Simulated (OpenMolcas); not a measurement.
# SiNH3ClO (SMILES [NH][SiH](O)Cl): a chain of runs

Wanted: a series of 9 runs (UHF/def2-SVP, CASSCF(3,3)/def2-SVP, CASPT2(3,3)/def2-SVP, CASPT2[IPEA 0](3,3)/def2-SVP, SC-NEVPT2(3,3)/def2-SVP, PC-NEVPT2(3,3)/def2-SVP, MC-PDFT[tPBE](3,3)/def2-SVP, MC-PDFT[ftPBE](3,3)/def2-SVP, and more) of SiNH3ClO. 

The results are computed with OpenMolcas 26.06.

## 1. The structure to begin with

The species is SiNH3ClO (7 atoms), meant as a doublet with charge 0. As SMILES, `[NH][SiH](O)Cl`. The N1–H5 distance was set to 1.532 Å, away from the relaxed value. At this shape a bond of the SMILES string is far longer than usual.

Bond lengths: N1–Si2 1.738 Å, Si2–O3 1.624 Å, Si2–Cl4 2.056 Å, Si2–H6 1.475 Å, O3–H7 0.960 Å. Angles: N1–Si2–O3 110.0°, N1–Si2–Cl4 103.5°, O3–Si2–Cl4 112.0°, N1–Si2–H6 116.4°, O3–Si2–H6 106.1°, Cl4–Si2–H6 109.1°, Si2–O3–H7 118.0°. A long bond or contact: N1–H5 1.532 Å.

## 2. A single-point energy at UHF/def2-SVP (run 1)

File step1.input:

```
* ClH3NOSi Hartree-Fock
&GATEWAY
BASLIB=$CurrDir
COORD
7
angstrom
N        0.110918       0.828588      -0.940503
Si       0.346918      -0.397212       0.268997
O        1.886418      -0.913212       0.243397
Cl      -0.969182      -1.876812      -0.282403
H       -1.151500       1.677300      -0.756300
H        0.072218      -0.002712       1.663297
H        2.290418      -1.081312      -0.610603
BASIS=def2-SVP
GROUP=NoSym
&SEWARD
&SCF
UHF
SPIN=2
SCRAMBLE=0.25
PRORBITALS=1 2
```

The basis set def2-SVP is read from a file made from the Basis Set Exchange's data (not shown).

The run is started by

```bash
$ export MOLCAS_MEM=1860
$ pymolcas step1.input > step1.log
```

Standard output:

```text
--- Start Module: gateway ---
[...]
--- Stop Module: gateway /rc=_RC_ALL_IS_WELL_ ---
--- Start Module: seward ---
[...]
      Basis functions           79
--- Stop Module: seward /rc=_RC_ALL_IS_WELL_ ---
[...]
--- Start Module: scf ---
[...]
       Convergence after  27 Iterations
[...]
::    Total SCF energy                               -879.1385191666
[...]
      Total spin, S                                     0.6423095505
[...]
      Total electronic charge=   49.000000
      Total            charge=   -0.000000
[...]
      Dipole Moment (debye):
      Origin of the operator (angstrom)=    0.0913   -0.8247   -0.1180
                   X=  1.4144E-01               Y=  9.1193E-01               Z= -6.2733E-02           Total=  9.2496E-01
      Quadrupole Moment (debye*angstrom):
[...]
--- Stop Module: scf /rc=_RC_ALL_IS_WELL_ ---
[...]
```

Wall time 13 s (1 thread of AMD EPYC 7R43 (Zen 3), shared host); peak memory 0.44 GiB.

## 3. The energy at CASSCF(3,3)/def2-SVP (run 2)

File step2.input:

```
&GATEWAY
 BasLib
 $CurrDir
 Coord
 7
 angstrom
 N        0.110918       0.828588      -0.940503
 Si       0.346918      -0.397212       0.268997
 O        1.886418      -0.913212       0.243397
 Cl      -0.969182      -1.876812      -0.282403
 H       -1.151500       1.677300      -0.756300
 H        0.072218      -0.002712       1.663297
 H        2.290418      -1.081312      -0.610603
 Basis
 def2-SVP
 Group
 NoSym

&SEWARD

&RASSCF
 FileOrb
 $CurrDir/step1.UnaOrb
 Spin
 2
 Nactel
 3 0 0
 Inactive
 23
 Ras2
 3
 OrbListing
 NoCore
 OrbAppear
 Compact
```

The basis set def2-SVP is read from a file made from the Basis Set Exchange's data (not shown).

The run is started by

```bash
$ export MOLCAS_MEM=1860
$ pymolcas step2.input > step2.log
```

Standard output:

```text
--- Start Module: gateway ---
[...]
--- Stop Module: gateway /rc=_RC_ALL_IS_WELL_ ---
--- Start Module: seward ---
[...]
      Basis functions           79
--- Stop Module: seward /rc=_RC_ALL_IS_WELL_ ---
[...]
--- Start Module: rasscf ---
[...]
      Number of active orbitals                  3
[...]
      Spin quantum number                      0.5
[...]
      Active orbitals                            3
[...]
      Number of CSFs                             8
[...]
      Number of root(s) required                 1
[...]
      Convergence after 13 iterations
[...]
      printout of CI-coefficients larger than  0.05 for root  1
      energy=    -879.170579
      conf/sym  111     Coeff  Weight
             1  2u0  -0.96734 0.93574
             4  udu  -0.09278 0.00861
             6  uud  -0.05357 0.00287
             8  0u2  -0.22970 0.05276
      Natural orbitals and occupation numbers for root  1
      sym 1:   1.882970   0.999996   0.117034
      ************************************************************************************************************************
      *                                                    Final results                                                     *
[...]
::    RASSCF root number  1 Total energy:   -879.17057931
[...]
      Total electronic charge=   49.000000
      Total            charge=   -0.000000
[...]
      Dipole Moment (debye):
      Origin of the operator (angstrom)=    0.0913   -0.8247   -0.1180
                   X=  9.3569E-02               Y=  9.6437E-01               Z= -6.7863E-02           Total=  9.7127E-01
      Quadrupole Moment (debye*angstrom):
[...]
--- Stop Module: rasscf /rc=_RC_ALL_IS_WELL_ ---
[...]
```

Run time: 11 s. Hardware: 1 thread of AMD EPYC 7R43 (Zen 3), shared host; peak memory 0.44 GiB.

Runs 3 to 8 aren't shown in full; the table further down has their settings and results.

## 4. The energy at MRCI(3,3)/def2-SVP (run 9)

File step9.input:

```
>>> EXPORT MOLCAS_PRINT=2
&GATEWAY
BASLIB = $CurrDir
COORD
7
angstrom
N        0.110918       0.828588      -0.940503
Si       0.346918      -0.397212       0.268997
O        1.886418      -0.913212       0.243397
Cl      -0.969182      -1.876812      -0.282403
H       -1.151500       1.677300      -0.756300
H        0.072218      -0.002712       1.663297
H        2.290418      -1.081312      -0.610603
BASIS = def2-SVP
GROUP = NoSym
&SEWARD
&RASSCF
FILEORB = $CurrDir/step2.RasOrb
SPIN = 2
NACTEL = 3 0 0
INACTIVE = 23
RAS2 = 3
ORBLISTING = NoCore
ORBAPPEAR = Compact
&MOTRA
LUMORB
FROZEN = 12
&GUGA
ELECTRONS = 25
SPIN = 2
INACTIVE = 11
ACTIVE = 3
CIALL = 1
&MRCI
SDCI
```

The basis set def2-SVP is read from a file made from the Basis Set Exchange's data (not shown).

The run is started by

```bash
$ export MOLCAS_MEM=1860
$ pymolcas step9.input > step9.log
```

Standard output:

```text
--- Start Module: gateway ---
[...]
--- Stop Module: gateway /rc=_RC_ALL_IS_WELL_ ---
[...]
      Basis functions           79
[...]
      Number of active orbitals                  3
[...]
      Spin quantum number                      0.5
[...]
      Active orbitals                            3
[...]
      Number of CSFs                             8
[...]
      Number of root(s) required                 1
[...]
      Convergence after  4 iterations
[...]
      printout of CI-coefficients larger than  0.05 for root  1
      energy=    -879.170579
      conf/sym  111     Coeff  Weight
             1  2u0  -0.96734 0.93574
             4  udu  -0.09278 0.00861
             6  uud  -0.05357 0.00287
             8  0u2  -0.22970 0.05276
      Natural orbitals and occupation numbers for root  1
      sym 1:   1.882970   0.999996   0.117034
      ************************************************************************************************************************
      *                                                    Final results                                                     *
[...]
::    RASSCF root number  1 Total energy:   -879.17057932
[...]
      Dipole Moment (debye):
      Origin of the operator (angstrom)=    0.0913   -0.8247   -0.1180
                   X=  9.3567E-02               Y=  9.6446E-01               Z= -6.7873E-02           Total=  9.7136E-01
      Quadrupole Moment (debye*angstrom):
[...]
      *** WARNING: Default frozen orbitals is overwritten by user input.
      *** Default values:   9
[...]
--- Start Module: guga ---
[...]
--- Stop Module: guga /rc=_RC_ALL_IS_WELL_ ---
--- Start Module: mrci ---
[...]
       (But an ACPF correction will be computed)
       USE THE DEFAULT ACPF G-VALUE GFAC=   8.0000000000000002E-002
[...]
                      CI ENERGY:  -879.65965306
[...]
                ACPF CORRECTION:    -0.06455219
[...]
      Total electronic charge=   49.000000
      Total            charge=    0.000000
[...]
     ACPF CORRECTION:     -0.06455219
[...]
  CI State   1     Total energy:   -879.65965306     QDav:     -0.07098008     QACPF:     -0.06455219
[...]
--- Stop Module: mrci /rc=_RC_ALL_IS_WELL_ ---
[...]
```

Run time: 2.1 min. Hardware: 1 thread of AMD EPYC 7R43 (Zen 3), shared host; peak memory 0.44 GiB.

## 5. The series

| run | level | scramble | active rule | energy (Eh) | dipole moment (D) of the reference | wall time |
| --- | --- | --- | --- | --- | --- | --- |
| 1 | UHF/def2-SVP | 0.25 | – | -879.138519 | 0.92 | 13 s |
| 2 | CASSCF(3,3)/def2-SVP | – | uhf natural orbitals | -879.170579 | 0.97 | 11 s |
| 3 | CASPT2(3,3)/def2-SVP | – | uhf natural orbitals | -879.694792 | 0.97 | 9.6 s |
| 4 | CASPT2[IPEA 0](3,3)/def2-SVP | – | uhf natural orbitals | -879.699235 | 0.97 | 9.3 s |
| 5 | SC-NEVPT2(3,3)/def2-SVP | – | uhf natural orbitals | -879.691442 | 0.97 | 9.3 s |
| 6 | PC-NEVPT2(3,3)/def2-SVP | – | uhf natural orbitals | -879.691787 | 0.97 | 9 s |
| 7 | MC-PDFT[tPBE](3,3)/def2-SVP | – | uhf natural orbitals | -880.573815 | 0.97 | 9 s |
| 8 | MC-PDFT[ftPBE](3,3)/def2-SVP | – | uhf natural orbitals | -880.779809 | 0.97 | 9.3 s |
| 9 | MRCI(3,3)/def2-SVP | – | uhf natural orbitals | -879.659653 | 0.97 | 2.1 min |

## 6. Outcome

| quantity | value |
| --- | --- |
| run 9, MRCI(3,3)/def2-SVP: total energy | -879.65965 Eh |
| run 9, MRCI(3,3)/def2-SVP: dipole moment (CASSCF density) | 0.97 D |

What this shows: Below the UHF energy at the same shape and in the same basis (def2-SVP): CASSCF(3,3) -32.1 mEh; CASPT2(3,3) -556.3 mEh; CASPT2[IPEA 0](3,3) -560.7 mEh; SC-NEVPT2(3,3) -552.9 mEh; PC-NEVPT2(3,3) -553.3 mEh; MRCI(3,3) -521.1 mEh. Active-space methods hold only the correlation inside their space unless a perturbation or CI step follows. Spin contamination of the reference: run 1 ⟨S²⟩ = 1.05. All runs together took 3.5 min, the longest 2.1 min.
